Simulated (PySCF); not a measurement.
**C₃H₁₀FOPSi₂: NMR shifts and electronic excitations in gas and solvents**

Aim: compute the NMR shifts and electronic excitations of C₃H₁₀FOPSi₂ (`CO[C@@H]1[SiH2]P[SiH2][C@H]1F`), and see what a dielectric continuum does where one was used.

Computed with PySCF 2.14.0, with density-fitted response routines of our own, on a single molecule, in the gas phase or a continuum. Atoms are numbered from 0 throughout.

### 1 Starting geometry

18 atoms, charge 0, multiplicity 1; geometry from: GFN2-xTB.

Bonds of the start (Å): C0–O1 1.41, O1–C2 1.42, C2–Si3 1.92, Si3–P4 2.25, P4–Si5 2.24, Si5–C6 1.93, C6–F7 1.39, C6–C2 1.52, C0–H8 1.09, C0–H9 1.09, C0–H10 1.10, C2–H11 1.10, Si3–H12 1.46, Si3–H13 1.46, P4–H14 1.38, Si5–H15 1.46, Si5–H16 1.46, C6–H17 1.10.

### 2 Geometry optimisation at PBE0-D3(BJ)/def2-SVP

What the job is given:

```
{"job": {"xc": "PBE0", "basis": "def2-SVP", "d3": "d3bj", "grid": 1, "kind": "geom"}, "charge": 0, "multiplicity": 1}
C      2.098336    -1.041014    -0.126321
O      1.152900    -0.130369     0.380916
C      0.389433     0.565473    -0.593152
Si    -0.352526     2.003774     0.447844
P     -1.799100     0.887684     1.758218
Si    -1.695566    -0.946658     0.470815
C     -0.737909    -0.324689    -1.086213
F     -1.598080     0.438180    -1.866313
H      1.621800    -1.884970    -0.635855
H      2.659952    -1.410111     0.730590
H      2.783570    -0.544849    -0.823325
H      1.030767     0.902049    -1.418002
H     -1.069151     2.952424    -0.402878
H      0.750220     2.618924     1.181563
H     -0.838406     0.465429     2.660099
H     -0.986228    -2.092956     1.039603
H     -3.032956    -1.326491     0.016059
H     -0.385818    -1.125513    -1.745304
```

Log:

```text
step   0  E = -1214.54321461  max force = 0.021298
step   1  E = -1214.54829986  max force = 0.003258
step   2  E = -1214.54848181  max force = 0.000942
step   3  E = -1214.54851274  max force = 0.000463
step   4  E = -1214.54852691  max force = 0.000399
optimisation converged
```

It took 72 s on 1 thread, shared host.

Step by step:

```tsv
step	energy from step 0 (eV)	largest force component (eV/Å)
0	0.0000	1.0952
1	-0.1384	0.1675
2	-0.1433	0.0484
3	-0.1442	0.0238
4	-0.1446	0.0205
```

Close pairs (by a distance rule), those that changed most:

```tsv
bond	before (Å)	after (Å)	change (Å)
P4–H14	1.384	1.429	+0.045
P4–Si5	2.243	2.277	+0.033
Si3–H13	1.460	1.491	+0.031
Si5–H15	1.463	1.492	+0.029
Si3–H12	1.462	1.491	+0.029
Si5–H16	1.463	1.492	+0.029
Si3–P4	2.248	2.275	+0.026
O1–C2	1.420	1.407	-0.013
```

The final coordinates are the input of the step that follows.

```tsv
at the end point	value
point group (found at 0.08 Å tolerance)	C1
rotational constants (GHz, main isotopes)	1.409, 1.003, 0.915
dipole moment (D)	3.21
```

### 3 Shielding tensors: PBE0/pcSseg-1 in methanol

What the job is given:

```
{"job": {"kind": "nmr", "xc": "PBE0", "basis": "pcSseg-1", "solvent": "methanol", "pop": true}, "charge": 0, "multiplicity": 1}
C      2.151101    -1.033639    -0.240065
O      1.241621    -0.146469     0.350823
C      0.416402     0.559141    -0.544452
Si    -0.375246     1.971391     0.492526
P     -1.874279     0.899076     1.825416
Si    -1.746853    -0.928017     0.473018
C     -0.720317    -0.332934    -1.044228
F     -1.549063     0.450247    -1.839268
H      1.654691    -1.878717    -0.751162
H      2.781144    -1.440108     0.562674
H      2.799431    -0.516958    -0.972291
H      0.994214     0.957811    -1.403929
H     -1.071860     2.961825    -0.377150
H      0.664911     2.662877     1.307387
H     -0.831855     0.414252     2.673777
H     -1.099084    -2.079781     1.166642
H     -3.096538    -1.342246    -0.008247
H     -0.350479    -1.166351    -1.667893
```

Method: GIAO PBE0/pcSseg-1 NMR shielding, non-relativistic, IEF-PCM methanol.

Log:

```text
coarse grid: 16504 points
cycle   1  E = -1214.8514659315  dE =  7.021e-01  |g| = 6.104e-01  |ddm| = 3.810e+00
cycle   2  E = -1214.7962531672  dE =  5.521e-02  |g| = 8.522e-01  |ddm| = 1.185e+00
cycle   3  E = -1214.9148553180  dE = -1.186e-01  |g| = 7.050e-02  |ddm| = 7.528e-01
cycle   4  E = -1214.9156550266  dE = -7.997e-04  |g| = 2.767e-02  |ddm| = 7.262e-02
cycle   5  E = -1214.9158107962  dE = -1.558e-04  |g| = 6.765e-03  |ddm| = 2.914e-02
cycle   6  E = -1214.9158182119  dE = -7.416e-06  |g| = 2.222e-03  |ddm| = 7.095e-03
final grid: 145936 points
cycle   7  E = -1214.9797106255  dE = -2.763e-05  |g| = 1.167e-02  |ddm| = 2.965e-02
cycle   8  E = -1214.9796829199  dE =  2.771e-05  |g| = 1.707e-02  |ddm| = 2.069e-02
cycle   9  E = -1214.9797361269  dE = -5.321e-05  |g| = 1.071e-03  |ddm| = 1.230e-02
cycle  10  E = -1214.9797363653  dE = -2.384e-07  |g| = 2.017e-04  |ddm| = 1.276e-03
cycle  11  E = -1214.9797363743  dE = -9.066e-09  |g| = 5.228e-05  |ddm| = 2.608e-04
cycle  12  E = -1214.9797363748  dE = -4.852e-10  |g| = 2.497e-05  |ddm| = 6.589e-05
converged SCF energy = -1214.9797363748

GIAO shielding tensors (ppm)
atom      isotropic    diamagn.    paramagn.     s11        s22        s33       span
  0 C      125.510     244.460    -118.950     88.238    103.654    184.638     96.400
  1 O      321.489     398.868     -77.378    294.827    315.569    354.072     59.246
  2 C      108.847     251.546    -142.699     86.111     87.724    152.706     66.594
  3 Si     367.351     880.166    -512.815    280.566    396.297    425.191    144.625
  4 P      677.246     969.127    -291.882    606.565    686.137    739.035    132.470
  5 Si     373.200     879.979    -506.779    285.664    404.754    429.182    143.518
  6 C       94.539     252.102    -157.563     52.708     78.025    152.883    100.175
  7 F      431.412     475.326     -43.914    387.396    430.890    475.950     88.554
  8 H       27.849      30.048      -2.199     22.815     26.077     34.654     11.839
  9 H       27.718      28.461      -0.743     23.412     24.651     35.091     11.679
 10 H       28.050      28.576      -0.526     24.002     25.214     34.933     10.931
 11 H       27.302      31.693      -4.391     25.028     26.641     30.237      5.209
 12 H       26.932      28.661      -1.729     22.913     24.621     33.264     10.352
 13 H       26.728      28.680      -1.952     22.655     24.574     32.955     10.300
 14 H       30.193      30.667      -0.474     24.952     25.643     39.985     15.033
 15 H       26.601      29.104      -2.503     23.229     24.159     32.416      9.187
 16 H       26.883      28.490      -1.608     22.489     24.831     33.328     10.839
 17 H       25.440      31.125      -5.685     22.197     25.783     28.340      6.143
```

Wall time 32 s (1 thread, shared host).

Shifts follow as δ = σ(reference) − σ, with reference shieldings (ppm) from runs at the same level and on the same kind of geometry: ¹H TMS 31.24, ¹³C TMS 185.5, ²⁹Si TMS 351.8, ¹⁹F CFCl3 180.5, ¹⁷O H2O 343.0, ³¹P PH3 587.0. The references are single molecules in the same continuum, so shifts against H2O, NH3, PH3, H3PO4 or CFCl3 are not on the usual liquid scales and can be off by tens of ppm. Atoms listed in one row are averaged.

```tsv
atoms	environment	σ (ppm)	δ (ppm)
C6	sp3 CH bonded to F and Si	94.5	90.9
C2	sp3 CH bonded to O and Si	108.8	76.6
C0	methyl carbon bonded to O	125.5	60.0
H17	hydrogen on an sp3 CH bonded to F and Si	25.44	5.80
H15	hydrogen on a silicon bonded to C, P, in a 5-membered ring	26.60	4.64
H13	hydrogen on a silicon bonded to C, P, in a 5-membered ring	26.73	4.51
H16	hydrogen on a silicon bonded to C, P, in a 5-membered ring	26.88	4.36
H12	hydrogen on a silicon bonded to C, P, in a 5-membered ring	26.93	4.31
H11	hydrogen on an sp3 CH bonded to O and Si	27.30	3.94
H8, H9, H10	hydrogen on a methyl carbon bonded to O	27.87	3.37
H14	hydrogen on a phosphorus bonded to 2 Si, in a 5-membered ring	30.19	1.05
O1	ether oxygen	321.5	21.5
Si3	silicon bonded to C, P, 2 H, in a 5-membered ring	367.4	-15.6
Si5	silicon bonded to C, P, 2 H, in a 5-membered ring	373.2	-21.4
P4	phosphorus bonded to 2 Si, H, in a 5-membered ring	677.2	-90.3
F7	fluorine on an sp3 carbon	431.4	-250.9
```

Charges from the same density, by scheme (e):

```tsv
atoms	Mulliken	IAO	Hirshfeld	ESP fit
C0	-0.04	-0.20	-0.03	-0.09
O1	-0.52	-0.40	-0.13	-0.37
C2	-0.23	-0.18	-0.05	-0.05
Si3	0.52	0.57	0.27	0.46
P4	-0.44	-0.27	-0.11	-0.48
Si5	0.50	0.55	0.27	0.53
C6	-0.06	-0.09	-0.03	-0.10
F7	-0.34	-0.33	-0.11	-0.22
```

Mayer bond orders: C0–O1 0.90, O1–C2 0.88, C2–Si3 0.83, Si3–P4 0.94, P4–Si5 0.93, Si5–C6 0.84, C6–F7 0.81, C6–C2 0.99.

Ring of atoms C2, Si3, P4, Si5, C6: NICS(0) -4.4, NICS(1) -4.1, NICS(1)zz -3.6 ppm (means of both faces).

### 4 Excited states and response: PBE0/def2-SVPD

Settings changed since step 3:

```diff
@@ -1,2 +1,2 @@
-{"job": {"kind": "nmr", "xc": "PBE0", "basis": "pcSseg-1", "solvent": "methanol", "pop": true}, "charge": 0, "multiplicity": 1}
+{"job": {"kind": "uv", "xc": "PBE0", "basis": "def2-SVPD", "dynamic": true, "nstates": 6, "ntriplets": 0}, "charge": 0, "multiplicity": 1}
 C      2.151101    -1.033639    -0.240065
```

With the program's defaults for keys left out, this is: TDDFT PBE0/def2-SVPD, vertical, gas phase, core orbitals frozen in the response.

Log:

```text
coarse grid: 16504 points
cycle   1  E = -1214.3403731949  dE =  6.553e-01  |g| = 5.766e-01  |ddm| = 5.460e+00
cycle   2  E = -1214.2728377988  dE =  6.754e-02  |g| = 8.515e-01  |ddm| = 1.706e+00
cycle   3  E = -1214.4034183630  dE = -1.306e-01  |g| = 6.836e-02  |ddm| = 9.782e-01
cycle   4  E = -1214.4041942311  dE = -7.759e-04  |g| = 2.952e-02  |ddm| = 1.302e-01
cycle   5  E = -1214.4043899162  dE = -1.957e-04  |g| = 8.839e-03  |ddm| = 5.322e-02
cycle   6  E = -1214.4044026956  dE = -1.278e-05  |g| = 2.949e-03  |ddm| = 1.303e-02
cycle   7  E = -1214.4044045649  dE = -1.869e-06  |g| = 4.616e-04  |ddm| = 4.219e-03
final grid: 145936 points
cycle   8  E = -1214.5590447165  dE = -3.252e-05  |g| = 1.025e-02  |ddm| = 1.137e-01
cycle   9  E = -1214.5590195808  dE =  2.514e-05  |g| = 1.527e-02  |ddm| = 3.238e-02
cycle  10  E = -1214.5590666277  dE = -4.705e-05  |g| = 1.029e-03  |ddm| = 1.876e-02
cycle  11  E = -1214.5590668743  dE = -2.466e-07  |g| = 1.931e-04  |ddm| = 1.663e-03
cycle  12  E = -1214.5590668829  dE = -8.682e-09  |g| = 6.487e-05  |ddm| = 4.443e-04
cycle  13  E = -1214.5590668840  dE = -1.018e-09  |g| = 3.353e-05  |ddm| = 1.551e-04
cycle  14  E = -1214.5590668842  dE = -2.292e-10  |g| = 4.476e-06  |ddm| = 4.781e-05
converged SCF energy = -1214.5590668842

Static polarisability (au): isotropic 120.371, principal 105.726 127.073 128.315

Singlet excitations
state   eV       nm        f      main configurations
  1   5.6701    218.7   0.00479   H->L 0.96
  2   6.2676    197.8   0.01914   H->L+1 0.97
  3   6.4504    192.2   0.00182   H-1->L 0.45, H->L+2 0.38, H-3->L 0.09
  4   6.4931    190.9   0.00600   H-1->L 0.47, H->L+2 0.34, H-3->L 0.11
  5   6.6648    186.0   0.02407   H->L+3 0.68, H-1->L+1 0.11
  6   6.7883    182.6   0.00912   H-2->L 0.82
```

It took 60 s on 1 thread, shared host.

The orbitals next to the gap, with their largest atomic shares:

```tsv
orbital	eV	atoms
HOMO−3	-8.43	P4 37 %, Si3 19 %, Si5 19 %
HOMO−2	-8.29	C6 19 %, C2 16 %, Si5 14 %
HOMO−1	-7.91	O1 43 %, C6 10 %, C2 9 %
HOMO	-7.34	P4 57 %, Si3 9 %, Si5 8 %
LUMO	-0.35	P4 24 %, Si5 22 %, Si3 16 %
LUMO+1	0.14	Si5 18 %, Si3 17 %, P4 13 %
LUMO+2	0.30	P4 33 %, Si5 19 %, Si3 16 %
```

With each of the 6 states as a Gaussian band of 0.4 eV half-width at 1/e, the curve within the window shown has maxima at 189 nm (ε 1,900) L/(mol cm). Beyond the last state computed it falls off for lack of states. The curve at chosen wavelengths:

```tsv
nm	ε (L/mol/cm)
175	572
178	957
181	1366
183	1604
186	1851
189	1937
192	1872
194	1765
197	1541
200	1279
203	1018
205	859
208	657
211	504
214	395
216	341
219	280
222	231
225	189
227	163
230	127
233	94
236	68
238	53
241	35
244	23
```

Ground-state properties from the same run:

```tsv
property	computed
dipole moment (D)	2.91
polarisability (Å³)	17.84
HOMO–LUMO gap (eV)	6.99
−ε(HOMO) (eV)	7.34
C6 with itself (au)	5262
```

### 5 Ultraviolet spectrum: PBE0/def2-SVPD in methanol

Settings changed since step 4:

```diff
@@ -1,2 +1,2 @@
-{"job": {"kind": "uv", "xc": "PBE0", "basis": "def2-SVPD", "dynamic": true, "nstates": 6, "ntriplets": 0}, "charge": 0, "multiplicity": 1}
+{"job": {"kind": "uv", "xc": "PBE0", "basis": "def2-SVPD", "solvent": "methanol", "nstates": 6, "ntriplets": 0}, "charge": 0, "multiplicity": 1}
 C      2.151101    -1.033639    -0.240065
```

Level: TDDFT PBE0/def2-SVPD, vertical, IEF-PCM methanol (non-equilibrium linear response), core orbitals frozen in the response.

Log:

```text
coarse grid: 16504 points
cycle   1  E = -1214.3519452786  dE =  6.445e-01  |g| = 5.606e-01  |ddm| = 5.463e+00
cycle   2  E = -1214.2956515874  dE =  5.629e-02  |g| = 8.048e-01  |ddm| = 1.659e+00
cycle   3  E = -1214.4101780917  dE = -1.145e-01  |g| = 6.384e-02  |ddm| = 9.200e-01
cycle   4  E = -1214.4108758578  dE = -6.978e-04  |g| = 2.437e-02  |ddm| = 1.137e-01
cycle   5  E = -1214.4110019373  dE = -1.261e-04  |g| = 7.722e-03  |ddm| = 4.250e-02
cycle   6  E = -1214.4110116791  dE = -9.742e-06  |g| = 2.275e-03  |ddm| = 1.157e-02
final grid: 145936 points
cycle   7  E = -1214.5656017433  dE = -3.176e-05  |g| = 1.054e-02  |ddm| = 1.131e-01
cycle   8  E = -1214.5655771229  dE =  2.462e-05  |g| = 1.564e-02  |ddm| = 3.340e-02
cycle   9  E = -1214.5656243685  dE = -4.725e-05  |g| = 9.969e-04  |ddm| = 1.849e-02
cycle  10  E = -1214.5656246223  dE = -2.538e-07  |g| = 1.685e-04  |ddm| = 2.016e-03
cycle  11  E = -1214.5656246290  dE = -6.702e-09  |g| = 7.017e-05  |ddm| = 4.466e-04
cycle  12  E = -1214.5656246301  dE = -1.114e-09  |g| = 2.473e-05  |ddm| = 1.403e-04
cycle  13  E = -1214.5656246303  dE = -1.269e-10  |g| = 5.459e-06  |ddm| = 3.961e-05
converged SCF energy = -1214.5656246303

Static polarisability (au): isotropic 172.810, principal 154.184 180.548 183.699

Singlet excitations
state   eV       nm        f      main configurations
  1   5.7266    216.5   0.00746   H->L 0.94
  2   6.3303    195.9   0.01286   H-1->L 0.54, H->L+1 0.41
  3   6.3607    194.9   0.01830   H->L+1 0.56, H-1->L 0.36
  4   6.4988    190.8   0.00903   H->L+2 0.67, H-3->L 0.20
  5   6.6546    186.3   0.02391   H->L+3 0.45, H-2->L 0.20, H-1->L+1 0.20
  6   6.6936    185.2   0.01967   H-2->L 0.65, H->L+3 0.13
```

Run time: 51 s. Hardware: 1 thread, shared host.

In short: HOMO -7.36 eV, LUMO -0.31 eV; lowest singlet 5.73 eV.

### 6 Side by side: electronic excitations

Excitations and ground-state properties, with basis size and wall time:

```tsv
run	lowest singlet (eV)	brightest (eV)	f	gap (eV)	α (Å³)	μ (D)	functions	time
PBE0/def2-SVPD	5.67	6.66	0.024	6.99	17.84	2.91	258	60 s
PBE0/def2-SVPD in methanol	5.73	6.65	0.024	7.05	25.61	4.03	258	51 s
```

### 7 Results

| quantity | value |
| --- | --- |
| point group | C1 |
| rotational constants (main isotopes) | 1.41, 1.00, 0.92 GHz |
| ¹³C shifts against TMS (PBE0/pcSseg-1, methanol) | 90.9, 76.6, 60.0 ppm |
| ¹H shifts against TMS (PBE0/pcSseg-1, methanol, means over atoms taken as alike) | 5.80, 4.64, 4.51, 4.36, 4.31, 3.94, 3.37, 1.05 ppm |
| ¹⁷O shifts against H2O (PBE0/pcSseg-1, methanol) | 21.5 ppm |
| ²⁹Si shifts against TMS (PBE0/pcSseg-1, methanol) | -15.6, -21.4 ppm |
| ³¹P shifts against PH3 (PBE0/pcSseg-1, methanol) | -90.3 ppm |
| ¹⁹F shifts against CFCl3 (PBE0/pcSseg-1, methanol) | -250.9 ppm |
| lowest singlet (PBE0/def2-SVPD) | 5.67 eV (219 nm), f = 0.005 |
| brightest single state of those computed | state 5, 6.66 eV, f = 0.024 |
| range of the lowest singlet | 5.67 to 5.73 eV |

Over 4 steps the energy fell by 0.145 eV; of the close pairs, P4–H14 changed most, 1.384 to 1.429 Å. The most deshielded carbon is C6 (sp3 CH bonded to F and Si), at 90.9 ppm: deshielded by the electronegative neighbour. The most deshielded hydrogen is H17 (hydrogen on an sp3 CH bonded to F and Si), at 5.80 ppm: its carbon carries F, hence the downfield position. The first singlet state (HOMO→LUMO 0.96) lies at 5.67 eV and is weak; of the 6 states computed, the strongest absorption comes from state 5 at 6.66 eV. The lowest singlet runs from 5.67 eV (PBE0/def2-SVPD) to 5.73 eV (PBE0/def2-SVPD in methanol), while the orbital gap spans 6.99 to 7.05 eV. The lowest state need not be the same one in every run.
